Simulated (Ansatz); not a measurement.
**CH₅MoNOS: a ladder of functionals and wavefunction methods**

One table from this session's results is given with a row withheld; the runs are named, their logs left out.

Method: functionals in def2-TZVPP, the program's frozen cores in correlated methods; program: Ansatz 0.2.0, Gaussian basis.

Levels to be run: LDA (SPW92), PBE-D4, revPBE-D4, BLYP-D4, r2SCAN-D4, B97M-V, PBE0-D4, B3LYP-D4, r2SCANh-D4, r2SCAN0-D4, HSE06-D4, BHLYP-D4, CAM-B3LYP-D4, LC-ωPBE, ωB97X-V, ωB97M-V, B2PLYP, PBE-QIDH; CCSD(T)/def2-SVP; CCSD(T)/def2-TZVPP; MP2/def2-QZVPP; extrapolation to the limit; RPA on PBE.

### The relaxed structure

The geometry comes from an earlier relaxation with PBE0-D4 in a triple-zeta def2 set; it is a stationary point, not always the lowest conformer. Mo takes the def2 core potential; no spin-orbit term is included.

10 atoms, charge 0, spin multiplicity 1.

Atoms are counted from 1 here; the program's logs count them from 0.

Bond lengths: C1–Mo2 2.102 Å, C1–H6 1.092 Å, C1–H7 1.094 Å, C1–H8 1.092 Å, Mo2–N3 1.913 Å, Mo2–O4 1.672 Å, Mo2–S5 2.115 Å, N3–H9 1.011 Å, N3–H10 1.011 Å. Angles: Mo2–C1–H6 110.0°, Mo2–C1–H7 108.5°, Mo2–C1–H8 109.6°, H6–C1–H7 109.9°, H6–C1–H8 109.4°, H7–C1–H8 109.4°, C1–Mo2–N3 107.0°, C1–Mo2–O4 105.1°, C1–Mo2–S5 105.6°, N3–Mo2–O4 112.5°, N3–Mo2–S5 112.5°, O4–Mo2–S5 113.4°, Mo2–N3–H9 123.8°, Mo2–N3–H10 122.9°, H9–N3–H10 111.1°.

As a file:

```mol
CH5MoNOS
  3D, bonds by distance, orders not assigned

 10  9  0  0  0  0  0  0  0  0999 V2000
   -1.3837   -0.6858   -0.1394 C   0  0
    0.3343    0.4607   -0.5311 Mo  0  0
    1.5365    0.1846    0.9313 N   0  0
    0.9344   -0.1327   -1.9740 O   0  0
   -0.3367    2.4620   -0.6600 S   0  0
   -1.8485   -0.3561    0.7918 H   0  0
   -1.0890   -1.7358   -0.0579 H   0  0
   -2.0953   -0.5723   -0.9597 H   0  0
    1.6143    0.8102    1.7213 H   0  0
    2.3337   -0.4348    0.8778 H   0  0
  1  2  8  0
  2  3  8  0
  2  4  8  0
  2  5  8  0
  1  6  8  0
  1  7  8  0
  1  8  8  0
  3  9  8  0
  3 10  8  0
M  END
```

The first run:

Input file in.yaml:

```yaml
crystal:
  periodic: [false, false, false]
  atoms:
    - {symbol: C, position_ang: [-1.383663, -0.685790, -0.139433]}
    - {symbol: Mo, position_ang: [0.334301, 0.460652, -0.531145]}
    - {symbol: N, position_ang: [1.536545, 0.184631, 0.931296]}
    - {symbol: O, position_ang: [0.934365, -0.132678, -1.974018]}
    - {symbol: S, position_ang: [-0.336695, 2.462025, -0.660030]}
    - {symbol: H, position_ang: [-1.848493, -0.356147, 0.791844]}
    - {symbol: H, position_ang: [-1.088951, -1.735821, -0.057880]}
    - {symbol: H, position_ang: [-2.095350, -0.572325, -0.959726]}
    - {symbol: H, position_ang: [1.614287, 0.810244, 1.721270]}
    - {symbol: H, position_ang: [2.333654, -0.434801, 0.877810]}
basis:
  gaussian: {orbitals: def2-TZVPP}
hamiltonian: {xc: lda}
output: {orbitals: {seedname: orbitals}}
```

Command:

```sh
ansatz run in.yaml --threads 2 --pin off --events-out ev --progress --plain --max-ram 22528MiB --backend cpu
```

Among the steps run: LDA; PBE-D4 (GGA); revPBE-D4 (GGA); BLYP-D4 (GGA); r2SCAN-D4 (meta-GGA); B97M-V (meta-GGA); B3LYP-D4 (hybrid); r2SCANh-D4 (hybrid); r2SCAN0-D4 (hybrid); HSE06-D4 (hybrid); BHLYP-D4 (hybrid); CAM-B3LYP-D4 (range-separated); LC-ωPBE (range-separated); ωB97X-V (range-separated); ωB97M-V (range-separated); B2PLYP (double hybrid); PBE-QIDH (double hybrid).

One table of the session follows, with a row left open; its other results are not shown here.

It belongs to the step «Frontier levels by functional». 

```
  functional  HOMO (eV)  LUMO (eV)  gap (eV)
 LDA (SPW92)      -6.39      -3.44      2.95
      PBE-D4      -6.22      -3.26      2.96
   revPBE-D4      -6.16      -3.19      2.97
     BLYP-D4      -6.07      -3.14      2.93
   r2SCAN-D4      -6.50      -3.23      3.27
      B97M-V      -6.55      -3.16      3.39
     PBE0-D4          ?          ?         ?
    B3LYP-D4      -7.19      -2.73      4.46
  r2SCANh-D4      -6.95      -2.95      3.99
  r2SCAN0-D4      -7.62      -2.53      5.09
    HSE06-D4      -7.03      -2.92      4.11
    BHLYP-D4      -8.50      -1.66      6.83
CAM-B3LYP-D4      -8.71      -1.49      7.21
     LC-ωPBE     -10.03      -0.45      9.57
     ωB97X-V      -9.69      -0.49      9.20
     ωB97M-V      -9.56      -0.50      9.05
```

**Question.** Estimate the row for PBE0-D4.

As computed: HOMO (eV): -7.43; LUMO (eV): -2.54; gap (eV): 4.89. In the column «HOMO (eV)» it lies between r2SCAN0-D4 (-7.62) and B3LYP-D4 (-7.19).
